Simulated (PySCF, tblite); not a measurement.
# C6H10BF: geometry, infrared bands and NMR shifts

What infrared bands and NMR shifts should C6H10BF (`C=C1C[C@@H]1BCCF`) show?

Computed with tblite 0.8.0 and PySCF 2.14.0, with density-fitted response routines of our own, on a single molecule in the gas phase. Atoms count from 0, in the outputs and in this text.

## Step 1: The starting structure

18 atoms, charge 0, multiplicity 1; geometry from: force field or distance geometry start.

Bonds of the start (Å): C0–C1 1.33, C1–C2 1.50, C2–C3 1.51, C3–B4 1.57, B4–C5 1.58, C5–C6 1.53, C6–F7 1.38, C3–C1 1.49, C0–H8 1.10, C0–H9 1.09, C2–H10 1.09, C2–H11 1.12, C3–H12 1.13, B4–H13 1.18, C5–H14 1.13, C5–H15 1.10, C6–H16 1.11, C6–H17 1.10.

## Step 2: Geometry optimisation with GFN2-xTB

The job: settings as JSON, then the geometry in Å.

```
{"job": {"kind": "relax", "xc": "GFN2-xTB", "basis": "xTB"}, "charge": 0, "multiplicity": 1}
C      2.111600     1.397400    -0.572700
C      1.833100     0.168300    -0.160500
C      2.092700    -1.296100     0.003300
C      0.865200    -0.660100     0.615100
B     -0.532000    -0.857800    -0.077500
C     -1.313100     0.364100    -0.702100
C     -2.762100     0.366300    -0.225900
F     -2.842900     0.458100     1.147800
H      1.436400     2.232700    -0.328700
H      3.008700     1.559800    -1.164000
H      2.942500    -1.616000     0.598000
H      1.848600    -1.959600    -0.860600
H      0.789500    -0.537700     1.732700
H     -0.859500    -1.957100    -0.366300
H     -0.831000     1.322600    -0.353700
H     -1.273700     0.309800    -1.797700
H     -3.284600    -0.554200    -0.559000
H     -3.238200     1.266000    -0.643400
```

Launch:

```sh
OMP_NUM_THREADS=1 python probes_run.py task.json out
```

This one command runs all jobs of the session in turn.

**Question.** This job is followed by: GFN2-xTB harmonic vibrations, gas phase; GIAO PBE0/pcSseg-1 NMR shielding, non-relativistic, gas phase. What will the session give for the following? strongest single infrared mode (GFN2-xTB); zero-point energy (GFN2-xTB); 13C shifts against TMS (PBE0/pcSseg-1); 1H shifts against TMS (PBE0/pcSseg-1); 11B shifts against BF3·OEt2 (PBE0/pcSseg-1); 19F shifts against CFCl3 (PBE0/pcSseg-1); surface potential, 1st and 99th percentile.

The runs gave:

| quantity | value |
| --- | --- |
| strongest single infrared mode (GFN2-xTB) | 2631 cm⁻¹, 143 km/mol |
| zero-point energy (GFN2-xTB) | 90.1 kcal/mol |
| 13C shifts against TMS (PBE0/pcSseg-1) | 147.1, 108.3, 88.1, 29.0, 23.6, 16.7 ppm |
| 1H shifts against TMS (PBE0/pcSseg-1) | 8.03, 5.82, 5.67, 5.27, 5.06, 2.08, 1.97, 1.83, 1.62, 0.34 ppm |
| 11B shifts against BF3·OEt2 (PBE0/pcSseg-1) | 85.8 ppm |
| 19F shifts against CFCl3 (PBE0/pcSseg-1) | -237.2 ppm |
| surface potential, 1st and 99th percentile | -1.22 V and 0.94 V |

What this shows: Relaxing lowered the energy by 0.533 eV in 243 steps; the close pair that moved most is C1–C2, from 1.496 to 1.447 Å. No mode is imaginary among the 48: a minimum at this level. The strongest single mode, at 2631 cm⁻¹, moves mainly H13. Unscaled tight-binding wavenumbers are off by several per cent, some by more. Its intensities can rank the bands wrongly. The most deshielded carbon is C1 (fully substituted alkene carbon), at 147.1 ppm: the olefinic region. At PBE0/pcSseg-1: The widest tensor belongs to C1: span 226 ppm, with a paramagnetic part of -224 ppm. At PBE0/pcSseg-1, counted by nearest atom on the grid, the HOMO lies on C0, C1 about 35 % each, the LUMO on B4 50 %; H13 14 %.
